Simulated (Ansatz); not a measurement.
AlFH2OS, SMILES [OH][Al]([F])[SH]: an atomisation energy, run with the Python package of Ansatz (0.2.0).

Script `alfh2os_tae.py`:
```python
"""Atomisation energy of AlFH2OS at the given geometry."""

from collections import Counter

import ansatz as az


def energy_of(molecule, charge=0, unpaired=0):
    calc = (
        molecule.calculation()
        .basis(gaussian="pcseg-2")
        .functional("cam_b3lyp")
    )
    if charge:
        calc = calc.charge(charge)
    if unpaired:
        calc = calc.spin("collinear", total=unpaired)
    return calc.run(threads=1).report["free_energy_ev"]

geometry_ang = [
    ("O", (1.1385, -0.4742, -1.3585)),
    ("Al", (0.0459, -0.5681, 0.1336)),
    ("F", (0.6263, -1.4591, 1.5593)),
    ("S", (-1.9227, 0.4192, 0.1843)),
    ("H", (1.6196, 0.3899, -1.2495)),
    ("H", (-1.4655, 1.6284, 0.6846)),
]
system = az.Crystal.molecule()
for symbol, xyz in geometry_ang:
    system = system.atom(symbol, xyz)

# Hund ground states
unpaired = {"O": 2, "Al": 1, "F": 1, "S": 2, "H": 1}
counts = Counter(site.symbol for site in system.cartesian_sites)
atom_energy = {s: energy_of(az.Crystal.molecule().atom(s, (0, 0, 0)), 0, unpaired[s]) for s in counts}
whole = energy_of(system, 0, 0)
for s, e in atom_energy.items():
    print(f"{s:2s} x{counts[s]}  {e:14.5f} eV")
print(f"AlFH2OS: {whole:.5f} eV")
split = sum(counts[s] * e for s, e in atom_energy.items()) - whole
print(f"atomisation energy (no zero-point term): {split:.3f} eV, {split / sum(counts.values()):.3f} eV an atom")
```

What does it cost to take this molecule apart into atoms?

21.823 eV from the electronic energies, without the zero-point term.

What the script printed:

Running `python alfh2os_tae.py` prints:
```text
O  x1     -2042.82636 eV
Al x1     -6595.30250 eV
F  x1     -2714.21996 eV
S  x1    -10833.83346 eV
H  x2       -13.57911 eV
AlFH2OS: -22235.16370 eV
atomisation energy (no zero-point term): 21.823 eV, 3.637 eV an atom
```

What to keep in mind:
- Total energies depend on the basis set; only differences at equal settings carry meaning.
- The geometry is a force-field or estimated start, not a minimum of this method, and the basis set is short of its limit. All parts are taken at fixed geometry, without zero-point energy.
- Hardware and time: 6.4 s on 1 thread of Arm Neoverse V1 (shared host), peak memory 0.37 GiB.

(Lines on the test bed's own set-up are left out of the output.)
